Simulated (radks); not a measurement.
# Fractional charge and spin in the 5p shell of platinum

An exercise on one series of results from a longer session: the logs are not shown, and one member is left open.

Method: scalar-relativistic Kohn-Sham, r2SCAN, spin-polarised, spherical densities, finite nucleus. Code: radks (a radial shooting solver on a logarithmic mesh, Libxc functionals) version 1.

## The atom as given

* element: platinum (Z = 78)
* configuration: [Kr] 4d10 4f14 5s2 5d(up 4, down 4) 5p(up 3, down 3)
* nuclear rms radius: 5.427 fm

A shell typed twice in an input gives spin up, then spin down.

The first run:

The run's settings:

```text
Z 78
configuration [Kr] 4d10 4f14 5s2 5d4 5d4 5p3 5p3
relativity scalar-relativistic
functional r2scan,r2scan
spin polarised
nucleus finite rms 5.427 fm
c 137.035999084
```

Among the steps run: 5p: up 3, down 3.

One of the session's tables, all rows but one given; the rest of the session is left out.

It belongs to the step «5p: up 3, down 3». Sizes of the orbitals, from the radial functions (bohr):

```
level     <r>  outermost maximum (interpolated)  90 % within  nodes
   3d       ?                                 ?            ?      ?
   4s  0.4150                             0.390        0.595      3
   4p  0.4416                             0.410        0.640      2
   4d  0.4681                             0.418        0.698      1
   5s  0.9552                             0.870         1.37      4
   4f  0.5160                             0.386        0.832      0
   5p   1.102                             0.977         1.60      3
   5d   1.546                              1.24         2.37      2
```

Q: Estimate the row for 3d from the others.

**Answer.** <r>: 0.1705; outermost maximum (interpolated): 0.140; 90 % within: 0.264; nodes: 0. In the column «<r>» it is the lowest.
